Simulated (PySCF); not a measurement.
# H8LuO4 (Lu(H2O)43+): the cost of one run

Method: several levels, as the steps say, no spin–orbit coupling; program: PySCF 2.14.0.

### Step 1. The starting structure

13 atoms, charge 3, spin multiplicity 1.

Bond lengths: Lu1–O2 2.223 Å, Lu1–O5 2.223 Å, Lu1–O8 2.223 Å, Lu1–O11 2.223 Å, O2–H3 0.989 Å, O2–H4 0.989 Å, O5–H6 0.989 Å, O5–H7 0.989 Å, O8–H9 0.989 Å, O8–H10 0.989 Å, O11–H12 0.989 Å, O11–H13 0.989 Å. Angles: O2–Lu1–O5 110.6°, O2–Lu1–O8 107.2°, O2–Lu1–O11 110.6°, O5–Lu1–O8 110.6°, O5–Lu1–O11 107.2°, O8–Lu1–O11 110.6°, Lu1–O2–H3 128.3°, Lu1–O2–H4 128.2°, H3–O2–H4 103.5°, Lu1–O5–H6 128.2°, Lu1–O5–H7 128.3°, H6–O5–H7 103.5°, Lu1–O8–H9 128.2°, Lu1–O8–H10 128.3°, H9–O8–H10 103.5°, Lu1–O11–H12 128.3°, Lu1–O11–H13 128.2°, H12–O11–H13 103.5°.

Geometry (Å):

```csv
atom,x (Å),y (Å),z (Å)
Lu1,0.0000,0.0000,0.0000
O2,1.3195,1.2988,1.2305
H3,2.1310,1.0453,1.7351
H4,1.2387,2.2700,1.3966
O5,-1.3195,-1.2305,1.2988
H6,-1.2387,-1.3966,2.2700
H7,-2.1310,-1.7351,1.0453
O8,1.3195,-1.2988,-1.2305
H9,1.2387,-2.2700,-1.3966
H10,2.1310,-1.0453,-1.7351
O11,-1.3195,1.2305,-1.2988
H12,-2.1310,1.7351,-1.0453
H13,-1.2387,1.3966,-2.2700
```

Formal oxidation states: Lu +3. Each metal's 14 4f electrons lie in its core potential, so multiplicities, spins and levels count the valence alone. An earlier session relaxed this geometry at B3LYP, Lu lcecp-1-SVP with ECP60, O def2-SVP, H def2-SVP (singlet, point group D2).

At B3LYP on the finer grid: E = -344.521488 Eh, HOMO -24.30 eV, LUMO -15.27 eV, Mulliken charge on Lu1 +1.61 e, largest force component 0.005 eV/Å. 

Levels to run: revPBE; r2SCAN; wB97X; CAM-B3LYP; B3LYP, TZVP. Hardware: 2 threads of Arm Neoverse N1, shared host.

### Step 2. revPBE

run.py (the lines that set the calculation)

```python
mol = gto.M(atom='''
Lu     0.00000     0.00000     0.00000
O      1.31954     1.29883     1.23053
H      2.13096     1.04525     1.73509
H      1.23871     2.26995     1.39663
O     -1.31954    -1.23053     1.29883
H     -1.23871    -1.39663     2.26996
H     -2.13096    -1.73509     1.04525
O      1.31954    -1.29883    -1.23053
H      1.23871    -2.26995    -1.39663
H      2.13096    -1.04525    -1.73509
O     -1.31954     1.23053    -1.29883
H     -2.13096     1.73509    -1.04525
H     -1.23871     1.39663    -2.26996''',
    basis={'Lu': 'lcecp-1-SVP', 'O': 'def2-SVP', 'H': 'def2-SVP'},
    ecp={'Lu': 'lcecp-1-SVP'},
    charge=3, spin=0)
mf = dft.RKS(mol, xc='PBE_R,PBE')
mf.grids.atom_grid = (75, 302)  # f atoms: unpruned, at least (60, 302)
mf = mf.density_fit()  # fitting sets: Lu AutoAux, O def2-universal-JKFIT, H def2-universal-JKFIT
mf.conv_tol = 1e-08; mf.max_cycle = 55
mf.kernel(dm0)  # dm0: the density of the relaxed state
```

Started as:

```
$ OMP_NUM_THREADS=2 python run.py
```

**Question.** How long does this run take on 2 threads of Arm Neoverse N1, shared host?

About 15 s.
